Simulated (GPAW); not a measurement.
# SnHSF (SMILES [F][Sn][SH]) at optB88-vdW/dzp (scalar-relativistic datasets)

We compute a geometry optimisation of SnHSF. 

The results are computed with GPAW 26.7.0.

5 further runs of the same task are left out: 1 that didn't finish, 4 set aside as unsound or not needed. Runs told in other sessions of the task aren't counted.

## Step 1: The system as given

SnHSF has 4 atoms, charge 0, and is taken as a singlet. As SMILES, `[F][Sn][SH]`. The shape comes from GFN2-xTB, which is rough for such elements, and wasn't checked as a minimum. The run starts from this shape.

Bond lengths: F1–Sn2 2.069 Å, Sn2–S3 2.446 Å, S3–H4 1.326 Å. Angles: F1–Sn2–S3 94.9°, Sn2–S3–H4 93.5°.

## Step 2: A geometry optimisation at optB88-vdW/dzp (scalar-relativistic datasets)

Contents of FHSSn.xyz:

```xyz
4

F     -1.725120    -0.577540     0.241540
Sn    -0.659370     1.154520     0.622740
S      1.450500     0.301470    -0.274160
H      0.933990    -0.878460    -0.590120
```

Contents of calc.py:

```python
from ase.io import read, write
from ase.optimize import FIRE
from gpaw import GPAW

mol = read("FHSSn.xyz")
mol.set_cell([13.0, 13.0, 13.0])
mol.center()

dft = GPAW(mode="lcao",
           basis="dzp",
           h=0.2,
           xc={"name": "optB88-vdW", "backend": "libvdwxc"},
           maxiter=100,
           poissonsolver={"name": "MomentCorrectionPoissonSolver", "poissonsolver": "fast", "moment_corrections": 4},
           symmetry="off",
           legacy_gpaw=True,
           txt="-")
mol.calc = dft

opt = FIRE(mol, trajectory="FHSSn.traj")
converged = opt.run(fmax=0.05, steps=100)
print("Converged:", converged)
print(f"Final energy            {mol.get_potential_energy():.5f} eV")
print(f"r(H3-S2) = {mol.get_distance(3, 2):.4f} Ang")
print(f"r(Sn1-F0)               {mol.get_distance(1, 0):.4f} Ang")
write("relaxed.xyz", mol)
```

Started as:

```
$ OMP_NUM_THREADS=1 python calc.py
```

The program printed:

```text
[...]
    cutoffs:
[...]
  Total Charge: 0.000000
[...]
Number of atoms: 4
[...]
Number of bands in calculation: 18
Number of valence electrons: 28
[...]
iter:   1 hh:mm:ss   -64.494884        c
[...]
Converged after 10 iterations.
Dipole moment: (0.079054, 0.486925, 0.166725) |e|*Ang
[...]
Fermi level: -4.84795
[...]
Converged after 7 iterations.
[...]
Converged after 5 iterations.
[...]
Converged after 5 iterations.
[...]
Converged after 5 iterations.
[...]
iter:   5 hh:mm:ss   -63.072835c       c -4.10c
Converged after 5 iterations.
Dipole moment: (-0.025349, 0.459161, 0.186994) |e|*Ang
Energy contributions relative to reference atoms: (reference = -181594.884152)
Kinetic:        +36.149451
Potential:      -34.921740
External:        +0.000000
XC:             -64.809650
Entropy (-ST):   +0.000000
Local:           +0.509105
SIC:             +0.000000
--------------------------
Free energy:    -63.072835
Extrapolated:   -63.072835
Non-local optB88 correlation energy: 4.660259
Semilocal GGA_X_OPTB88_VDW+LDA_C_PW energy: -240.673773
[...]
 Band  Eigenvalues  Occupancy
    0    -27.70411    2.00000
    1    -26.50232    2.00000
    2    -26.49258    2.00000
    3    -26.42339    2.00000
    4    -26.30566    2.00000
    5    -25.67624    2.00000
    6    -17.56883    2.00000
    7    -11.61491    2.00000
    8     -9.71659    2.00000
    9     -8.48155    2.00000
   10     -8.34415    2.00000
   11     -8.01104    2.00000
   12     -6.31310    2.00000
   13     -6.28204    2.00000
[...]
Fermi level: -4.76896
Gap: 3.026 eV
Transition (v -> c):
[...]
Forces in eV/Ang:
  0 F    -0.00030    0.01175    0.02498
  1 Sn    0.01055    0.01695    0.00373
  2 S    -0.00309   -0.02270   -0.02373
  3 H     0.02569   -0.00729   -0.00523
FIRE:   36 hh:mm:ss      -63.072835        0.032986
Converged: True
Final energy            -63.07283 eV
r(H3-S2) = 1.3749 Ang
r(Sn1-F0)               1.9931 Ang
```

Run time: 6.2 min. Hardware: 1 thread of Arm Neoverse V2, shared host; peak memory 1 GiB.

Steps, from the record of the run:

| step | energy from the first frame kept (eV) | largest force (eV/Å) |
| --- | --- | --- |
| 0 | 0.0000 | 1.3685 |
| 2 | -0.0795 | 0.3730 |
| 4 | -0.0817 | 0.2665 |
| 6 | -0.0840 | 0.0955 |
| 8 | -0.0842 | 0.1122 |
| 10 | -0.0843 | 0.1016 |
| 12 | -0.0844 | 0.0851 |
| 14 | -0.0845 | 0.0675 |
| 16 | -0.0846 | 0.0553 |
| 18 | -0.0847 | 0.0584 |
| 20 | -0.0849 | 0.0637 |
| 22 | -0.0852 | 0.0715 |
| 24 | -0.0858 | 0.0869 |
| 26 | -0.0867 | 0.0689 |
| 28 | -0.0877 | 0.0504 |
| 30 | -0.0890 | 0.0588 |
| 32 | -0.0907 | 0.0593 |
| 34 | -0.0923 | 0.0594 |
| 36 | -0.0937 | 0.0330 |

After the run. Bond lengths: F1–Sn2 1.993 Å, Sn2–S3 2.475 Å, S3–H4 1.375 Å. Angles: F1–Sn2–S3 92.3°, Sn2–S3–H4 87.0°.

## Step 3: Summary of results

At optB88-vdW/dzp (scalar-relativistic datasets):

| quantity | value |
| --- | --- |
| energy as printed (from the program's reference atoms) | -63.0728 eV |
| dipole moment | 2.38 D |
| HOMO energy | -6.28 eV |
| LUMO energy | -3.26 eV |
| HOMO–LUMO gap | 3.03 eV |

In words: At the final geometry: Bond lengths: F1–Sn2 1.993 Å, Sn2–S3 2.475 Å, S3–H4 1.375 Å. Angles: F1–Sn2–S3 92.3°, Sn2–S3–H4 87.0°. The optimisation took 36 steps and changed the energy by -0.094 eV.
